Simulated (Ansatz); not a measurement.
# CoGe2: properties at the relaxed cell

The task here is to estimate one member of a computed series from the others.

Computed with Ansatz 0.2.0 (DFT PBEsol, scalar-relativistic, plane waves, PAW, unless a step's input says otherwise).

## The system as given

Symmetry: Cmce, No. 64, orthorhombic system. Conventional cell: a = 10.758 Å, b = 5.587 Å, c = 5.594 Å, α = 90.00°, β = 90.00°, γ = 90.00°. Co (site symmetry 2) has 8 Ge at 2.44 to 2.45 Å and 1 Co at 2.51 Å in its first shell of neighbours. Ge (site symmetry m) has 4 Co at 2.45 Å and 3 Ge at 2.51 to 2.79 Å in its first shell of neighbours. Ge (site symmetry 2) has 4 Co at 2.44 to 2.45 Å and 6 Ge at 2.79 to 2.80 Å in its first shell of neighbours.

As a file:

```cif
data_structure
_symmetry_space_group_name_H-M 'P 1'
_symmetry_Int_Tables_number 1
_cell_length_a 6.0611
_cell_length_b 6.0611
_cell_length_c 5.5944
_cell_angle_alpha 90.000
_cell_angle_beta 90.000
_cell_angle_gamma 54.893
_cell_volume 168.13
loop_
_atom_site_label
_atom_site_type_symbol
_atom_site_fract_x
_atom_site_fract_y
_atom_site_fract_z
_atom_site_occupancy
Co1 Co 0.61672 0.61672 0.00000 1
Co2 Co 0.11672 0.11672 0.50000 1
Co3 Co 0.38328 0.38328 0.00000 1
Co4 Co 0.88328 0.88328 0.50000 1
Ge1 Ge 0.65866 0.34134 0.65870 1
Ge2 Ge 0.34134 0.65866 0.34130 1
Ge3 Ge 0.84134 0.15866 0.15870 1
Ge4 Ge 0.15866 0.84134 0.84130 1
Ge5 Ge 0.00190 0.49810 0.75000 1
Ge6 Ge 0.49810 0.00190 0.25000 1
Ge7 Ge 0.99810 0.50190 0.25000 1
Ge8 Ge 0.50190 0.99810 0.75000 1
```

It goes back to an entry of the Materials Project, which need not be the stable form.

This cell was relaxed beforehand with the same method: volume 14.01 Å³/atom, gap on the mesh none (metal).

Set-up of the first run:

File input.yaml:

```yaml
crystal:
  lattice:
    - [5.3245417084, -2.7654797899, 0.0]
    - [5.3245417084, 2.7654797899, 0.0]
    - [0.0, 0.0, 5.5378974022]
  atoms:
    - { symbol: Co, position: [0.6167209509, 0.6167209509, 0.0] }
    - { symbol: Co, position: [0.1167209509, 0.1167209509, 0.5] }
    - { symbol: Co, position: [0.3832790491, 0.3832790491, 0.0] }
    - { symbol: Co, position: [0.8832790491, 0.8832790491, 0.5] }
    - { symbol: Ge, position: [0.6586579751, 0.3413420249, 0.6587037383] }
    - { symbol: Ge, position: [0.3413420249, 0.6586579751, 0.3412962617] }
    - { symbol: Ge, position: [0.8413420249, 0.1586579751, 0.1587037383] }
    - { symbol: Ge, position: [0.1586579751, 0.8413420249, 0.8412962617] }
    - { symbol: Ge, position: [1.0018959477, 0.4981040523, 0.75] }
    - { symbol: Ge, position: [0.4981040523, 1.0018959477, 0.25] }
    - { symbol: Ge, position: [-0.0018959477, 0.5018959477, 0.25] }
    - { symbol: Ge, position: [0.5018959477, -0.0018959477, 0.75] }
basis:
  ecutwfc: 420
kpoints:
  mp_grid: { grid: [8, 8, 6] }
hamiltonian:
  xc: pbesol
scf:
  occupations: { method: gaussian, width: 0.1 }
output:
  forces: true
  stress: true
  eigenvalues: true
  write_density: true
  write_potential: true
  elf: true
  volumetric_format: npy
relax:
  adjacent_minimum: "off"
  f_tol: 0.01
  max_steps: 30
  cell: { stress_tol: 0.1, fix: [volume] }
```

Command:

```
$ ansatz run input.yaml --threads 2 --pin off --max-ram 5120MiB --backend cpu --events-out ev --progress --plain --runs-dir out
```

Steps of the session up to this table: The cell scaled to 0.97 of its volume; Point at V/V0 = 1.03; The cell scaled to 0.94 of its volume; The cell scaled to 1.06 of its volume; Point at V/V0 = 0.91.

One table of the session follows, with a row left open; its other results are not shown here.

It belongs to the step «Energy against volume». 

| volume (Å³/atom) | energy above the lowest point (meV/atom) | pressure (GPa) |
| --- | --- | --- |
| 12.750 | 61.7 | 17.27 |
| 13.171 | 25.7 | 10.47 |
| 13.591 | 6.0 | 4.77 |
| 14.011 | 0.0 | -0.01 |
| 14.432 | ? | ? |
| 14.852 | 20.7 | -7.44 |

**Question.** Estimate the row for volume (Å³/atom) = 14.432.

Worked estimate for «energy above the lowest point (meV/atom)». A straight line through the neighbours (14.011, 0.0) and (14.852, 20.7) gives 0.0 + (20.7 − 0.0) × (14.432 − 14.011) / (14.852 − 14.011) = 10.4; a parabola fitted to 3 rows on both sides gives 4.9.

The run gave: energy above the lowest point (meV/atom): 5.5; pressure (GPa): -4.04. In «energy above the lowest point (meV/atom)» the line misses by +4.9 and the parabola by -0.6.

To keep in mind: Spin polarisation is off in the runs that give these values; a magnetic solution could lie lower.
